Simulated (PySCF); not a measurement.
# WNOH: relaxation and vibrations of the triplet

Aim: relax WNOH as a triplet from a linear start, check by its vibrations whether the end is a minimum, and collect its spectrum and constants.

Program: PySCF 2.14.0. Level of theory: PBE0, basis W def2-TZVP with ECP60, N def2-TZVP, O def2-TZVP, H def2-TZVP, scalar-relativistic core potentials, no spin–orbit coupling, density fitting. These are calculated values, not measurements.

### 1 Where the work starts

4 atoms, charge 0, spin multiplicity 3.

Bond lengths: W1–N2 1.800 Å, W1–O3 2.000 Å, O3–H4 0.960 Å. Angles: N2–W1–O3 180.0°, W1–O3–H4 130.0°.

Coordinates in bohr (charge 0 multiplicity 3):
```
W     0.0000    0.0000    0.0000
N     0.0000    0.0000    3.4015
O     0.0000    0.0000   -3.7795
H     1.3897    0.0000   -4.9456
```

### 2 The SCF at the typed geometry

The steps below are one call of a driver around PySCF. For each, scf.py gives the equivalent set-up of the SCF; relaxations use the driver's own optimiser. After this first run the driver tries any further starts and a stability analysis.

scf.py reads:

```python
from pyscf import gto, scf, dft
mol = gto.M(atom='''
W      0.000000     0.000000     0.000000
N      0.000000     0.000000     1.800000
O      0.000000     0.000000    -2.000000
H      0.735400     0.000000    -2.617100''',
    basis={'W': 'def2-TZVP', 'N': 'def2-TZVP', 'O': 'def2-TZVP', 'H': 'def2-TZVP'},
    ecp={'W': 'def2-TZVP'},
    charge=0, spin=2)
mf = dft.UKS(mol, xc='PBE0')
mf.grids.atom_grid = (50, 194)
aux = {'W': 'def2-universal-JKFIT', 'N': 'def2-universal-JKFIT', 'O': 'def2-universal-JKFIT', 'H': 'def2-universal-JKFIT'}
mf = mf.density_fit(auxbasis=aux)
mf.conv_tol = 1e-08
mf.diis_space = 10
mf.max_cycle = 60
mf.init_guess = 'minao'
mf.verbose = 4
mf.kernel()
```

Launch:

```sh
OMP_NUM_THREADS=4 python axn.py task.json out
```

The log of the run:

```text
init E= -178.233955774156
[... the frontier-level lines of each cycle are left out ...]
cycle= 1 E= -196.935666817388  delta_E= -18.7  |g|= 1.08  |ddm|= 5.84
cycle= 2 E= -189.323651358089  delta_E= 7.61  |g|= 3.57  |ddm|= 2.92
cycle= 3 E= -197.404379296437  delta_E= -8.08  |g|= 0.284  |ddm|= 2.71
cycle= 4 E= -197.431327529752  delta_E= -0.0269  |g|= 0.213  |ddm|= 0.58
cycle= 5 E= -197.433610339718  delta_E= -0.00228  |g|= 0.196  |ddm|= 0.215
cycle= 6 E= -197.450431535822  delta_E= -0.0168  |g|= 0.0163  |ddm|= 0.105
cycle= 7 E= -197.450694579679  delta_E= -0.000263  |g|= 0.0074  |ddm|= 0.0195
cycle= 8 E= -197.450836374606  delta_E= -0.000142  |g|= 0.00441  |ddm|= 0.0147
cycle= 9 E= -197.450957833521  delta_E= -0.000121  |g|= 0.00358  |ddm|= 0.0184
cycle= 10 E= -197.451034652256  delta_E= -7.68e-05  |g|= 0.00179  |ddm|= 0.0195
cycle= 11 E= -197.451053805244  delta_E= -1.92e-05  |g|= 0.000642  |ddm|= 0.0121
cycle= 12 E= -197.451055702158  delta_E= -1.9e-06  |g|= 0.000312  |ddm|= 0.00356
cycle= 13 E= -197.451056114391  delta_E= -4.12e-07  |g|= 0.000227  |ddm|= 0.00174
cycle= 14 E= -197.451056242025  delta_E= -1.28e-07  |g|= 6.42e-05  |ddm|= 0.000933
cycle= 15 E= -197.451056290564  delta_E= -4.85e-08  |g|= 3.41e-05  |ddm|= 0.000781
cycle= 16 E= -197.451056298735  delta_E= -8.17e-09  |g|= 2.18e-05  |ddm|= 0.000257
Extra cycle  E= -197.451056300303  delta_E= -1.57e-09  |g|= 3.07e-05  |ddm|= 7.76e-05
converged SCF energy = -197.451056300303  <S^2> = 2.0698478  2S+1 = 3.0462093
```

This step, with its further starts and checks, needed 18 s of wall time on 4 threads of Arm Neoverse N1, shared host.

Energies from each starting density:

```csv
start,energy (Eh)
the minimal-basis guess,-197.451056
a thermally smeared density,-197.472281
a smeared PBE density,-197.472281
```

The first run landed in a state that is too high. Following the other starts and the instabilities gains 55.7 kJ/mol (-197.47228 Eh), and the work goes on from there.

### 3 Relaxing the triplet from the linear start

The program finds Cs symmetry in the start, which this walk keeps. Threshold on the gradient: 0.0003 Eh/bohr, with a further test on the energy change.

Edit scf.py of step 2 so:

```diff
@@ -3,4 +3,4 @@
-W      0.000000     0.000000     0.000000
-N      0.000000     0.000000     1.800000
-O      0.000000     0.000000    -2.000000
-H      0.735400     0.000000    -2.617100''',
+W     -0.003448     0.000000     0.043831
+N     -0.003448     0.000000     1.843831
+O     -0.003448     0.000000    -1.956169
+H      0.731952     0.000000    -2.573269''',
@@ -17 +16,0 @@
-mf.init_guess = 'minao'
```

Steps of the walk:

```csv
step,energy (Eh),change (kJ/mol),largest symmetric gradient (Eh/bohr)
0,-197.472281,0.00,0.06748
1,-197.480317,-21.10,0.01045
2,-197.481386,-23.90,0.01118
3,-197.491299,-49.93,0.05065
4,-197.495631,-61.30,0.05992
5,-197.506047,-88.65,0.02696
6,-197.515721,-114.05,0.02970
7,-197.520791,-127.36,0.05896
8,-197.522777,-132.58,0.04621
9,-197.526079,-141.25,0.01743
10,-197.529829,-151.09,0.01917
11,-197.531469,-155.40,0.02622
12,-197.532793,-158.87,0.01061
13,-197.533405,-160.48,0.00909
14,-197.533604,-161.00,0.00425
15,-197.533657,-161.14,0.00199
16,-197.533672,-161.18,0.00193
17,-197.533676,-161.19,0.00057
18,-197.533677,-161.19,0.00003
```

The walk took 63 s.

Positions (Å) and forces (eV/Å) along the way:

```
step 0
W   -0.003   0.000   0.044  -0.359   0.000   2.289
N   -0.003   0.000   1.844   0.163   0.000  -3.470
O   -0.003   0.000  -1.956   0.350   0.000   1.188
H    0.732   0.000  -2.573  -0.153   0.000  -0.007
step 1
W   -0.021   0.000   0.052  -0.498   0.000   0.371
N    0.011   0.000   1.759   0.206   0.000  -0.153
O    0.005   0.000  -1.909   0.537   0.000  -0.140
H    0.726   0.000  -2.543  -0.245   0.000  -0.078
step 9
W   -0.625   0.000   0.034   0.317   0.000   0.539
N    0.405   0.000   1.361  -0.243   0.000  -0.896
O    0.101   0.000  -1.714  -0.244   0.000  -0.135
H    0.840   0.000  -2.322   0.171   0.000   0.493
step 18
W   -0.710   0.000  -0.002  -0.001   0.000   0.001
N    0.545   0.000   1.084  -0.002   0.000   0.001
O   -0.028   0.000  -1.773   0.002   0.000  -0.002
H    0.915   0.000  -1.951   0.001   0.000   0.000
```

After 18 steps and 161.2 kJ/mol it ends at Cs: O–H 0.959 Å, W–N 1.660 Å, W–O 1.898 Å; H–O–W 121.7°, N–W–O 109.8°.

### 4 Frequencies

The point is checked on the finer grid, and tightened if its gradient asks for it. The Hessian and the dipole derivatives come from central differences of analytic gradients, with steps of 0.02 bohr.

Edit scf.py of step 3 so:

```diff
@@ -3,4 +3,4 @@
-W     -0.003448     0.000000     0.043831
-N     -0.003448     0.000000     1.843831
-O     -0.003448     0.000000    -1.956169
-H      0.731952     0.000000    -2.573269''',
+W     -0.140321     0.000000     0.070196
+N      1.115368     0.000000     1.156264
+O      0.541842     0.000000    -1.700865
+H      1.484701     0.000000    -1.878027''',
@@ -11 +11 @@
-mf.grids.atom_grid = (50, 194)
+mf.grids.atom_grid = (75, 302)
@@ -14 +14 @@
-mf.conv_tol = 1e-08
+mf.conv_tol = 1e-10
```

The driver hands on the density of the step before, so the log starts near convergence.

SCF at the final geometry:

```text
init E= -197.533639264282
[... the frontier-level lines of each cycle are left out ...]
cycle= 1 E= -197.533639264228  delta_E= 5.44e-11  |g|= 1.22e-05  |ddm|= 9.33e-06
cycle= 2 E= -197.533639263429  delta_E= 7.99e-10  |g|= 4.52e-05  |ddm|= 2.98e-05
cycle= 3 E= -197.53363926429  delta_E= -8.61e-10  |g|= 1.09e-06  |ddm|= 2.33e-05
cycle= 4 E= -197.533639264292  delta_E= -1.25e-12  |g|= 2.02e-07  |ddm|= 1.01e-06
Extra cycle  E= -197.533639264292  delta_E= 1.14e-13  |g|= 3.05e-07  |ddm|= 5.59e-07
converged SCF energy = -197.533639264292  <S^2> = 2.0329612  2S+1 = 3.0218942
```

The whole step took 90 s.

Geometry: Cs; O–H 0.959 Å, W–N 1.660 Å, W–O 1.898 Å; H–O–W 121.7°, N–W–O 109.8°.

Modes, for the most abundant isotopes:

```json
{"symmetry": "a'", "ω (cm⁻¹)": "262", "IR (km/mol)": "18.8"}
{"symmetry": "a''", "ω (cm⁻¹)": "380", "IR (km/mol)": "110"}
{"symmetry": "a'", "ω (cm⁻¹)": "680", "IR (km/mol)": "224"}
{"symmetry": "a'", "ω (cm⁻¹)": "746", "IR (km/mol)": "36.4"}
{"symmetry": "a'", "ω (cm⁻¹)": "1135", "IR (km/mol)": "67.4"}
{"symmetry": "a'", "ω (cm⁻¹)": "3906", "IR (km/mol)": "182"}
```

No imaginary mode, so this is a minimum.

Constants and moments:

| Item | Value |
| --- | --- |
| Dipole moment | 2.76 D |
| Highest occupied level | -5.93 eV |
| Lowest empty level | -2.77 eV |
| Rotational constants | 0.6038, 0.2426, 0.173 cm⁻¹ |
| Zero-point energy | 42.5 kJ/mol |
| Principal polarisabilities | 54.9, 56.0, 58.7 bohr³ |
| Atomisation energy without zero-point energy | 1471 kJ/mol |
| Principal traceless quadrupole moments about the centre of mass | -10.39, -0.06, 10.45 D Å |
| Entropy at 298.15 K and 1 bar (electronic part: spin only) | 297.9 J/(mol K) |
| Heat capacity Cp at 298.15 K | 54.7 J/(mol K) |
| Enthalpy at 298.15 K above 0 K | 12.64 kJ/mol |
| Rotational symmetry number | 1 |
| Spin squared ⟨S²⟩ | 2.033 |

Populations by atom (charges in e):

```csv
atom,Mulliken,Löwdin,polar tensor,spin (Mulliken),Mayer order to W1
W1,0.71,0.48,1.16,2.27,–
N2,-0.41,-0.33,-0.63,-0.28,2.97
O3,-0.65,-0.32,-0.85,0.01,1.10
H4,0.35,0.17,0.32,0.00,0.02
```

Mulliken populations on W1 (outside its core potential): s 2.73, p 6.30, d 4.19, f 0.07.

### 5 Summary of results

| quantity | value |
| --- | --- |
| minimum | triplet, Cs |
| geometry | O–H 0.959 Å, W–N 1.660 Å, W–O 1.898 Å; H–O–W 121.7°, N–W–O 109.8° |
| wavenumbers (cm⁻¹) | 262 (a'), 380 (a''), 680 (a'), 746 (a'), 1135 (a'), 3906 (a') |
| dipole moment | 2.76 D |
| highest occupied, lowest empty level (either spin) | -5.93, -2.77 eV |
| polar-tensor charge of W1 | +1.16 e |
| zero-point energy | 42.5 kJ/mol |
| entropy at 298.15 K | 297.9 J/(mol K) |
| atomisation energy (no zero-point energy) | 1471 kJ/mol |
| ⟨S²⟩ | 2.033 |

The linear start keeps its Cs symmetry and ends in a minimum. The strongest infrared band lies at 680 cm⁻¹ (a'). Most of the spin sits on W1 (Mulliken spin 2.27, against 2 for the whole molecule). The first SCF alone would have been 56 kJ/mol too high. Other starts or spin states, not run here, may lie lower. One determinant may miss the lowest occupation of an open d or f shell. Spin–orbit coupling, left out here, can matter for elements this heavy.

The search up to here took 2.9 min.
